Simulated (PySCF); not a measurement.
# BH₇N₂Si: electronic excitations at several levels of theory

How much do the electronic excitations of BH₇N₂Si (`BN[SiH2]N`) depend on the level of theory, and what does each level cost?

Programs: PySCF 2.14.0, with density-fitted response routines of our own. Each step states its level of theory. These are calculated values for one molecule in the gas phase, unless marked as measured. Atoms are numbered from 0 throughout.

## Step 1: The molecule as given

11 atoms, charge 0, multiplicity 1; geometry from: PBE0-D3(BJ)/def2-SVP.

Bonds of the start (Å): B0–N1 1.40, N1–Si2 1.76, Si2–N3 1.72, B0–H4 1.21, B0–H5 1.21, N1–H6 1.02, Si2–H7 1.49, Si2–H8 1.49, N3–H9 1.01, N3–H10 1.01.

## Step 2: Ultraviolet spectrum: PBE0/def2-TZVP

What the job is given:

```
{"job": {"kind": "uv", "xc": "PBE0", "basis": "def2-TZVP"}, "charge": 0, "multiplicity": 1}
B      2.043274     0.141229    -0.485978
N      0.876316     0.234783     0.283384
Si    -0.647944    -0.607242     0.028421
N     -1.938371     0.533155     0.047023
H      3.020739     0.785849    -0.175205
H      2.057001    -0.582839    -1.456557
H      0.899088     0.866168     1.080684
H     -0.954927    -1.544618     1.150404
H     -0.442256    -1.371567    -1.236211
H     -2.824057     0.295326     0.476068
H     -2.052254     1.222810    -0.686576
```

Level: TDDFT PBE0/def2-TZVP, vertical, gas phase, core orbitals frozen in the response.

Started as:

```bash
OMP_NUM_THREADS=1 python probes_run.py task.json out
```

One launch serves the whole session: the jobs run in the order shown.

The program printed:

```text
coarse grid: 9176 points
cycle   1  E = -427.8622876039  dE =  9.948e-02  |g| = 5.210e-01  |ddm| = 2.275e+00
cycle   2  E = -427.8172338508  dE =  4.505e-02  |g| = 6.990e-01  |ddm| = 7.291e-01
cycle   3  E = -427.9196941880  dE = -1.025e-01  |g| = 6.489e-02  |ddm| = 4.378e-01
cycle   4  E = -427.9206374493  dE = -9.433e-04  |g| = 2.506e-02  |ddm| = 6.056e-02
cycle   5  E = -427.9207771869  dE = -1.397e-04  |g| = 8.593e-03  |ddm| = 1.748e-02
cycle   6  E = -427.9207916803  dE = -1.449e-05  |g| = 2.168e-03  |ddm| = 5.679e-03
cycle   7  E = -427.9207927685  dE = -1.088e-06  |g| = 2.844e-04  |ddm| = 1.718e-03
final grid: 82728 points
cycle   8  E = -427.9118552467  dE = -3.267e-05  |g| = 7.466e-03  |ddm| = 3.235e-02
cycle   9  E = -427.9118439235  dE =  1.132e-05  |g| = 1.052e-02  |ddm| = 9.643e-03
cycle  10  E = -427.9118663672  dE = -2.244e-05  |g| = 7.491e-04  |ddm| = 5.645e-03
cycle  11  E = -427.9118664979  dE = -1.307e-07  |g| = 2.513e-04  |ddm| = 6.238e-04
cycle  12  E = -427.9118665111  dE = -1.320e-08  |g| = 9.045e-05  |ddm| = 1.774e-04
cycle  13  E = -427.9118665128  dE = -1.725e-09  |g| = 1.825e-05  |ddm| = 6.047e-05
cycle  14  E = -427.9118665129  dE = -8.049e-11  |g| = 2.659e-06  |ddm| = 1.821e-05
converged SCF energy = -427.9118665129

Static polarisability (au): isotropic 55.612, principal 47.081 51.613 68.142

Singlet excitations
state   eV       nm        f      main configurations
  1   6.5598    189.0   0.02406   H->L 0.82, H->L+1 0.14
  2   6.7817    182.8   0.00855   H-2->L 0.61, H-1->L 0.25, H->L+1 0.12
  3   6.8379    181.3   0.01440   H->L+1 0.73, H->L 0.17
  4   7.4535    166.3   0.00970   H->L+2 0.88
  5   7.5732    163.7   0.28797   H-1->L 0.64, H-2->L 0.25
  6   7.9791    155.4   0.02197   H-1->L+1 0.58, H-1->L+2 0.30
  7   8.1794    151.6   0.00295   H-1->L+2 0.51, H-1->L+1 0.31
  8   8.3290    148.9   0.00235   H-2->L+1 0.81
  9   8.4058    147.5   0.00518   H->L+4 0.42, H->L+6 0.34, H->L+5 0.08
 10   8.4526    146.7   0.00631   H-2->L+2 0.48, H->L+3 0.27

Triplet excitations (Tamm-Dancoff, eV): 5.8841 6.0906 6.2651 6.7255
```

It took 11 s on 1 thread of Arm Neoverse V2, shared host; peak memory 0.71 GiB.

Frontier orbitals and where they lie:

```csv
orbital,eV,atoms
HOMO−3,-9.79,"Si2 37 %, H8 20 %, H7 16 %"
HOMO−2,-8.71,"B0 39 %, N1 18 %, H4 16 %"
HOMO−1,-8.53,"N1 38 %, B0 22 %, Si2 14 %"
HOMO,-7.66,"N3 66 %, Si2 16 %, H8 7 %"
LUMO,-0.04,"B0 76 %, N1 11 %, Si2 7 %"
LUMO+1,0.63,"Si2 36 %, H10 21 %, H9 20 %"
LUMO+2,1.02,"Si2 48 %, B0 20 %, H6 17 %"
```

With each of the 10 states as a Gaussian band of 0.4 eV half-width at 1/e, the curve within the window shown has maxima at 164 nm (ε 12,000) L/(mol cm). Beyond the last state computed it falls off for lack of states. The curve at chosen wavelengths:

```
 nm  ε (L/mol/cm)
142           314
145           645
147           932
150          1605
153          3029
155          4656
158          7974
160         10217
163         12261
166         11756
168         10189
171          7108
174          4431
176          3229
179          2265
182          1939
184          1864
187          1758
190          1557
192          1369
195          1046
197           831
200           548
203           333
205           228
208           122
```

Further results of this job:

| property | computed |
| --- | --- |
| dipole moment (D) | 2.48 |
| polarisability (Å³) | 8.24 |
| HOMO–LUMO gap (eV) | 7.62 |
| −ε(HOMO) (eV) | 7.66 |

## Step 3: TDDFT and polarisability: PBE0/aug-cc-pVDZ

The job, as its differences from that of step 2:

```diff
@@ -1,2 +1,2 @@
-{"job": {"kind": "uv", "xc": "PBE0", "basis": "def2-TZVP"}, "charge": 0, "multiplicity": 1}
+{"job": {"kind": "uv", "xc": "PBE0", "basis": "aug-cc-pVDZ"}, "charge": 0, "multiplicity": 1}
 B      2.043274     0.141229    -0.485978
```

Level: TDDFT PBE0/aug-cc-pVDZ, vertical, gas phase, core orbitals frozen in the response.

The program printed:

```text
coarse grid: 9176 points
cycle   1  E = -427.7866690185  dE =  1.406e-01  |g| = 4.936e-01  |ddm| = 7.143e+00
cycle   2  E = -427.7416068051  dE =  4.506e-02  |g| = 6.680e-01  |ddm| = 1.826e+00
cycle   3  E = -427.8410989897  dE = -9.949e-02  |g| = 6.133e-02  |ddm| = 9.652e-01
cycle   4  E = -427.8420873866  dE = -9.884e-04  |g| = 2.031e-02  |ddm| = 1.598e-01
cycle   5  E = -427.8421886192  dE = -1.012e-04  |g| = 7.136e-03  |ddm| = 4.770e-02
cycle   6  E = -427.8421992338  dE = -1.061e-05  |g| = 2.066e-03  |ddm| = 1.270e-02
cycle   7  E = -427.8422002854  dE = -1.052e-06  |g| = 2.069e-04  |ddm| = 3.836e-03
final grid: 82728 points
cycle   8  E = -427.8540121036  dE = -1.572e-05  |g| = 7.385e-03  |ddm| = 1.051e-01
cycle   9  E = -427.8539983997  dE =  1.370e-05  |g| = 1.091e-02  |ddm| = 2.665e-02
cycle  10  E = -427.8540245917  dE = -2.619e-05  |g| = 6.585e-04  |ddm| = 1.525e-02
cycle  11  E = -427.8540247105  dE = -1.188e-07  |g| = 1.749e-04  |ddm| = 1.672e-03
cycle  12  E = -427.8540247164  dE = -5.901e-09  |g| = 8.420e-05  |ddm| = 3.526e-04
cycle  13  E = -427.8540247180  dE = -1.636e-09  |g| = 1.302e-05  |ddm| = 1.506e-04
cycle  14  E = -427.8540247181  dE = -4.786e-11  |g| = 2.520e-06  |ddm| = 3.677e-05
converged SCF energy = -427.8540247181

Static polarisability (au): isotropic 60.556, principal 51.750 57.039 72.880

Singlet excitations
state   eV       nm        f      main configurations
  1   6.0953    203.4   0.03874   H->L 0.92
  2   6.4969    190.8   0.00847   H->L+1 0.91
  3   6.7306    184.2   0.00519   H-2->L+1 0.54, H-1->L+1 0.20, H-2->L 0.11
  4   6.9261    179.0   0.00846   H->L+2 0.91
  5   7.2054    172.1   0.00784   H->L+3 0.59, H->L+4 0.34
  6   7.2662    170.6   0.07952   H-1->L 0.80
  7   7.3357    169.0   0.02350   H->L+4 0.50, H->L+3 0.34
  8   7.4385    166.7   0.17620   H-1->L+1 0.54, H-2->L+1 0.17, H-1->L+2 0.14
  9   7.5682    163.8   0.00560   H->L+5 0.44, H->L+6 0.25, H->L+7 0.10
 10   7.6057    163.0   0.00169   H-2->L 0.61, H-2->L+1 0.16

Triplet excitations (Tamm-Dancoff, eV): 5.7797 5.8457 6.0435 6.5161
```

Run time: 10 s. Hardware: 1 thread of Arm Neoverse V2, shared host; peak memory 0.7 GiB.

This run: HOMO -7.65 eV, LUMO -0.29 eV; lowest singlet 6.10 eV.

## Step 4: Ultraviolet spectrum: PBE0/def2-TZVPD

The job, as its differences from that of step 3:

```diff
@@ -1,2 +1,2 @@
-{"job": {"kind": "uv", "xc": "PBE0", "basis": "aug-cc-pVDZ"}, "charge": 0, "multiplicity": 1}
+{"job": {"kind": "uv", "xc": "PBE0", "basis": "def2-TZVPD"}, "charge": 0, "multiplicity": 1}
 B      2.043274     0.141229    -0.485978
```

Method: TDDFT PBE0/def2-TZVPD, vertical, gas phase, core orbitals frozen in the response.

The program printed:

```text
coarse grid: 9176 points
cycle   1  E = -427.8641885333  dE =  9.868e-02  |g| = 5.190e-01  |ddm| = 2.571e+00
cycle   2  E = -427.8166344804  dE =  4.755e-02  |g| = 7.047e-01  |ddm| = 9.420e-01
cycle   3  E = -427.9212693977  dE = -1.046e-01  |g| = 6.515e-02  |ddm| = 5.503e-01
cycle   4  E = -427.9222355383  dE = -9.661e-04  |g| = 2.409e-02  |ddm| = 6.251e-02
cycle   5  E = -427.9223691869  dE = -1.336e-04  |g| = 8.070e-03  |ddm| = 1.921e-02
cycle   6  E = -427.9223817321  dE = -1.255e-05  |g| = 2.301e-03  |ddm| = 5.855e-03
cycle   7  E = -427.9223829292  dE = -1.197e-06  |g| = 2.928e-04  |ddm| = 1.875e-03
final grid: 82728 points
cycle   8  E = -427.9134370318  dE = -3.504e-05  |g| = 7.464e-03  |ddm| = 1.047e-01
cycle   9  E = -427.9134253757  dE =  1.166e-05  |g| = 1.059e-02  |ddm| = 1.228e-02
cycle  10  E = -427.9134481653  dE = -2.279e-05  |g| = 7.459e-04  |ddm| = 6.142e-03
cycle  11  E = -427.9134482961  dE = -1.309e-07  |g| = 2.458e-04  |ddm| = 6.555e-04
cycle  12  E = -427.9134483090  dE = -1.287e-08  |g| = 9.114e-05  |ddm| = 2.524e-04
cycle  13  E = -427.9134483107  dE = -1.725e-09  |g| = 1.946e-05  |ddm| = 6.377e-05
cycle  14  E = -427.9134483108  dE = -9.209e-11  |g| = 2.786e-06  |ddm| = 2.366e-05
converged SCF energy = -427.9134483108

Static polarisability (au): isotropic 59.931, principal 51.391 56.351 72.052

Singlet excitations
state   eV       nm        f      main configurations
  1   6.3401    195.6   0.04017   H->L+1 0.56, H->L 0.40
  2   6.6139    187.5   0.00725   H->L 0.52, H->L+1 0.38
  3   6.7471    183.8   0.00583   H-2->L 0.56, H-1->L 0.27
  4   7.1510    173.4   0.01525   H->L+2 0.86
  5   7.4574    166.3   0.23773   H-1->L 0.60, H-2->L 0.23, H-1->L+1 0.12
  6   7.5429    164.4   0.02117   H-1->L+1 0.49, H->L+3 0.23, H-1->L+2 0.10
  7   7.5915    163.3   0.02617   H->L+3 0.62, H-1->L+1 0.12
  8   7.7788    159.4   0.00665   H->L+4 0.53, H->L+6 0.13, H->L+5 0.12
  9   7.8375    158.2   0.00253   H-2->L+1 0.71, H-2->L+2 0.11
 10   7.8841    157.3   0.01028   H-1->L+2 0.64, H-1->L+1 0.09

Triplet excitations (Tamm-Dancoff, eV): 5.8725 6.0031 6.0491 6.6255
```

It took 16 s on 1 thread of Arm Neoverse V2, shared host; peak memory 0.79 GiB.

Key values: HOMO -7.71 eV, LUMO -0.14 eV; lowest singlet 6.34 eV.

## Step 5: TDDFT and polarisability: PBE0/6-31+G*

The job, as its differences from that of step 4:

```diff
@@ -1,2 +1,2 @@
-{"job": {"kind": "uv", "xc": "PBE0", "basis": "def2-TZVPD"}, "charge": 0, "multiplicity": 1}
+{"job": {"kind": "uv", "xc": "PBE0", "basis": "6-31+G*"}, "charge": 0, "multiplicity": 1}
 B      2.043274     0.141229    -0.485978
```

With the program's defaults for keys left out, this is: TDDFT PBE0/6-31+G*, vertical, gas phase, core orbitals frozen in the response.

The program printed:

```text
coarse grid: 9176 points
cycle   1  E = -427.8070376545  dE =  1.220e-01  |g| = 4.848e-01  |ddm| = 2.953e+00
cycle   2  E = -427.7656337903  dE =  4.140e-02  |g| = 6.489e-01  |ddm| = 1.018e+00
cycle   3  E = -427.8605404232  dE = -9.491e-02  |g| = 5.954e-02  |ddm| = 5.844e-01
cycle   4  E = -427.8614531048  dE = -9.127e-04  |g| = 1.931e-02  |ddm| = 8.995e-02
cycle   5  E = -427.8615441611  dE = -9.106e-05  |g| = 6.874e-03  |ddm| = 2.132e-02
cycle   6  E = -427.8615540421  dE = -9.881e-06  |g| = 1.917e-03  |ddm| = 7.259e-03
final grid: 82728 points
cycle   7  E = -427.8211999431  dE = -1.078e-05  |g| = 7.327e-03  |ddm| = 2.093e-02
cycle   8  E = -427.8211872690  dE =  1.267e-05  |g| = 1.063e-02  |ddm| = 1.387e-02
cycle   9  E = -427.8212121958  dE = -2.493e-05  |g| = 3.949e-04  |ddm| = 8.343e-03
cycle  10  E = -427.8212122418  dE = -4.598e-08  |g| = 1.374e-04  |ddm| = 5.863e-04
cycle  11  E = -427.8212122457  dE = -3.903e-09  |g| = 6.397e-05  |ddm| = 1.530e-04
cycle  12  E = -427.8212122466  dE = -8.956e-10  |g| = 1.588e-05  |ddm| = 6.520e-05
converged SCF energy = -427.8212122466

Static polarisability (au): isotropic 53.621, principal 44.229 50.992 65.643

Singlet excitations
state   eV       nm        f      main configurations
  1   6.2228    199.2   0.04518   H->L+1 0.52, H->L 0.45
  2   6.5866    188.2   0.00872   H->L 0.51, H->L+1 0.45
  3   6.8431    181.2   0.00499   H-2->L 0.56, H-2->L+1 0.19, H-1->L 0.14
  4   7.0441    176.0   0.01397   H->L+2 0.94
  5   7.3760    168.1   0.09603   H-1->L 0.46, H-1->L+1 0.41
  6   7.4557    166.3   0.02456   H->L+3 0.81
  7   7.5239    164.8   0.16236   H-1->L 0.29, H-1->L+1 0.27, H-1->L+2 0.14
  8   7.7210    160.6   0.05929   H->L+4 0.73, H->L+6 0.09
  9   7.7574    159.8   0.00259   H-2->L+1 0.49, H-2->L 0.21, H-1->L+1 0.11
 10   7.7843    159.3   0.00201   H-1->L+2 0.65, H-2->L+1 0.18, H-1->L+1 0.09

Triplet excitations (Tamm-Dancoff, eV): 5.8713 5.9207 6.2255 6.6036
```

It took 5.2 s on 1 thread of Arm Neoverse V2, shared host; peak memory 0.47 GiB.

In short: HOMO -7.64 eV, LUMO -0.12 eV; lowest singlet 6.22 eV.

## Step 6: Side by side: electronic excitations

Excitations and ground-state properties, with basis size and wall time:

```csv
run,lowest singlet (eV),brightest (eV),f,gap (eV),α (Å³),μ (D),functions,time
PBE0/def2-TZVP,6.56,7.57,0.288,7.62,8.24,2.48,172,11 s
PBE0/aug-cc-pVDZ,6.10,7.44,0.176,7.36,8.97,2.35,159,10 s
PBE0/def2-TZVPD,6.34,7.46,0.238,7.56,8.88,2.36,217,16 s
PBE0/6-31+G*,6.22,7.52,0.162,7.52,7.95,2.44,90,5.2 s
```

## Step 7: What came out

```
                                quantity                        value
         lowest singlet (PBE0/def2-TZVP)  6.56 eV (189 nm), f = 0.024
brightest single state of those computed  state 5, 7.57 eV, f = 0.288
                          lowest triplet                      5.88 eV
             range of the lowest singlet              6.10 to 6.56 eV
```

In words: Single values in the summary come from the first run of each kind that ended normally (PBE0/def2-TZVP), which need not be the best level. The lowest singlet, at 6.56 eV, is HOMO→LUMO 0.82, HOMO→LUMO+1 0.14 and is weak; of the 10 states computed, the strongest absorption comes from state 5 at 7.57 eV. The lowest triplet lies 0.68 eV below the lowest singlet (triplets in Tamm-Dancoff, singlets in full TDDFT). The basis of PBE0/def2-TZVP has no diffuse functions, so Rydberg states are missing and the high states are unreliable. The lowest singlet runs from 6.10 eV (PBE0/aug-cc-pVDZ) to 6.56 eV (PBE0/def2-TZVP), while the orbital gap spans 7.36 to 7.62 eV. The lowest state need not be the same one in every run.
